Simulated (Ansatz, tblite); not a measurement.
# The cluster P7S2+: rung by rung

Aim: run the singlet of the cluster P7S2+ at one geometry on many levels, and compare frontier levels, spin and run time.

Computed with Ansatz 0.2.0, Gaussian basis. Level: as each input shows.

Plan: GFN1-xTB, GFN2-xTB, PBE-D4/def2-TZVP, r2SCAN-D4/def2-TZVP, BHLYP-D4/def2-TZVP, B3LYP-D4/def2-TZVP, HSE06-D4/def2-TZVP, PBE-D4/def2-SVP, PBE0-D4/def2-SVP, CCSD(T)/def2-SVP, MP2/def2-TZVP.

2 further runs of the same task are left out: 2 set aside as unsound or not needed. Runs told in other sessions of the task aren't counted.

## Step 1: The structure

The geometry is that of the singlet, from an earlier relaxation (PBE-D4/def2-SVP). At that level it is the lowest of the isomers that a small search found.

9 atoms, charge 1, spin multiplicity 1.

Bond lengths: P1–P2 2.410 Å, P1–P3 2.258 Å, P1–S9 2.231 Å, P2–P4 2.245 Å, P2–P7 2.251 Å, P3–P7 2.238 Å, P3–S9 2.250 Å, P4–P5 2.257 Å, P4–S9 2.278 Å, P5–P6 2.255 Å, P5–S8 2.164 Å, P6–P7 2.253 Å, P6–S8 2.159 Å. Angles: P2–P1–P3 90.9°, P2–P1–S9 90.4°, P3–P1–S9 60.1°, P1–P2–P4 82.0°, P1–P2–P7 82.0°, P4–P2–P7 98.4°, P1–P3–P7 85.8°, P1–P3–S9 59.3°, P7–P3–S9 102.7°, P2–P4–P5 104.9°, P2–P4–S9 93.6°, P5–P4–S9 102.0°, P4–P5–P6 104.8°, P4–P5–S8 94.2°, P6–P5–S8 58.4°, P5–P6–P7 104.7°, P5–P6–S8 58.7°, P7–P6–S8 95.3° and more.

The ion is computed in the gas phase, without counter-ions or solvent.

PBE0-D4/def2-TZVP was run before; its log isn't repeated, and its numbers join the tables.

## Step 2: GFN1-xTB

Tight binding, by tblite at 300 K electronic temperature and without a spin-polarisation term:

```python
tblite.interface.Calculator('GFN1-xTB', numbers, positions, charge=1, uhf=0).singlepoint()
```

Energy -693.3063 eV, HOMO -15.85 eV, LUMO -13.79 eV; 0.022 s.

## Step 3: GFN2-xTB

Tight binding, by tblite at 300 K electronic temperature and without a spin-polarisation term:

```python
tblite.interface.Calculator('GFN2-xTB', numbers, positions, charge=1, uhf=0).singlepoint()
```

Energy -647.4465 eV, HOMO -14.44 eV, LUMO -12.76 eV; 0.019 s.

## Step 4: PBE-D4/def2-TZVP

start.molden holds the orbitals of an earlier run on this state, given as this run's starting guess.

in.yaml

```yaml
crystal:
  periodic: [false, false, false]
  atoms:
    - {symbol: P, position_ang: [-0.020205, -0.453250, 2.585924]}
    - {symbol: P, position_ang: [0.821054, -1.463760, 0.565860]}
    - {symbol: P, position_ang: [0.229486, 1.608877, 1.700290]}
    - {symbol: P, position_ang: [-1.301894, -1.158229, -0.096125]}
    - {symbol: P, position_ang: [-1.147135, 0.027008, -2.010400]}
    - {symbol: P, position_ang: [0.782214, 1.179393, -1.820544]}
    - {symbol: P, position_ang: [1.581061, 0.625780, 0.212556]}
    - {symbol: S, position_ang: [0.751776, -0.841131, -2.580014]}
    - {symbol: S, position_ang: [-1.696367, 0.475302, 1.442443]}
basis:
  gaussian: {orbitals: def2-TZVP, initial_orbitals: start.molden}
total_charge: 1
hamiltonian: {xc: pbe, dispersion: d4}
scf: {omitted_lower_state_checks: [starts]}
output: {forces: true, orbitals: {seedname: orbitals}}
```

Launch:

```console
$ ansatz run in.yaml --threads 4 --pin off --events-out ev --progress --plain --max-ram 4787MiB
```

The runs that follow: r2SCAN-D4/def2-TZVP; BHLYP-D4/def2-TZVP; B3LYP-D4/def2-TZVP; HSE06-D4/def2-TZVP; PBE-D4/def2-SVP; PBE0-D4/def2-SVP; CCSD(T)/def2-SVP; MP2/def2-TZVP.

Q: Predict the results of all the runs planned. Wanted: gap in def2-TZVP, named functionals, smallest and largest; correlation energy, CCSD(T)/def2-SVP; correlation energy, MP2/def2-TZVP; PBE0 total energy, smallest basis above largest.

**Answer**, as computed:

| quantity | value |
| --- | --- |
| gap in def2-TZVP, named functionals, smallest and largest | 2.34 eV (PBE-D4), 5.70 eV (BHLYP-D4) |
| correlation energy, CCSD(T)/def2-SVP | -32.21 eV |
| correlation energy, MP2/def2-TZVP | -36.89 eV |
| PBE0 total energy, smallest basis above largest | 30.71 eV (def2-SVP, def2-TZVP) |

What this shows: Over the named functionals in def2-TZVP the gap runs from 2.34 eV (PBE-D4) to 5.70 eV (BHLYP-D4); exact exchange widens it. Notes on CCSD(T)/def2-SVP: large T1 diagnostic.
